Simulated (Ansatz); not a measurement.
This script drives Ansatz 0.2.0, Python API.

Script `dimer.py`:
```python
"""Interaction energy of two H2OSi molecules, with the counterpoise correction."""

import ansatz as az
import numpy as np

FIRST = [
    ("O", (-0.2815, 0.4109, 1.4616)),
    ("Si", (-0.0075, 0.0109, 0.0379)),
    ("H", (0.4307, -1.312, -0.3845)),
    ("H", (-0.1417, 0.8902, -1.1151)),
]
SECOND = [
    ("O", (-3.0994, 1.6449, -0.9116)),
    ("Si", (-3.7268, 2.8375, -1.5794)),
    ("H", (-5.0781, 3.3174, -1.3255)),
    ("H", (-3.0713, 3.6772, -2.5723)),
]

def energy(atoms, ghosts=()):
    molecule = az.Crystal.molecule()
    for symbol, xyz in atoms:
        molecule = molecule.atom(symbol, xyz)
    calc = (
        molecule.calculation()
        .basis(gaussian="def2-SVPD")
        .functional("pbe0")
    )
    deck = calc.input()
    if ghosts:
        deck = deck.set(az.key.basis.gaussian.ghost_atoms, [{"symbol": s, "position_ang": list(xyz)} for s, xyz in ghosts])
    return az.Session.from_dict(deck).plan().execute().report["free_energy_ev"]

# ghost atoms carry the functions of the partner
direction = np.array([-0.7518, 0.5762, -0.3207])
print("shift (A)   counterpoise-corrected interaction (kcal/mol)")
for shift in (-0.3, 0.0, 0.4, 1.0, 2.0):
    moved = [(s, tuple(np.round(np.array(xyz) + shift * direction, 4))) for s, xyz in SECOND]
    gain = energy(FIRST + moved) - energy(FIRST, moved) - energy(moved, FIRST)
    print(f"{shift:8.2f} {23.060548 * gain:14.3f}")
```

It is started by `python dimer.py`. How long does it take on 1 thread of Intel(R) Xeon(R) Processor @ 2.30GHz, with other jobs on the host, and how much memory does it need?

It took about 29 s, with a peak of 0.32 GiB, for 15 runs of the engine.

```console
$ python dimer.py
shift (A)   counterpoise-corrected interaction (kcal/mol)
   -0.30         -2.528
    0.00         -2.052
    0.40         -1.458
    1.00         -0.834
    2.00         -0.354
```

The dimer is a generated trial pose of unrelaxed monomers, not a minimum, so the figure is no binding energy, and the basis set is small. This level lacks the dispersion part of the attraction (electrostatics and induction are there), which can decide the sign where the interaction is weak.
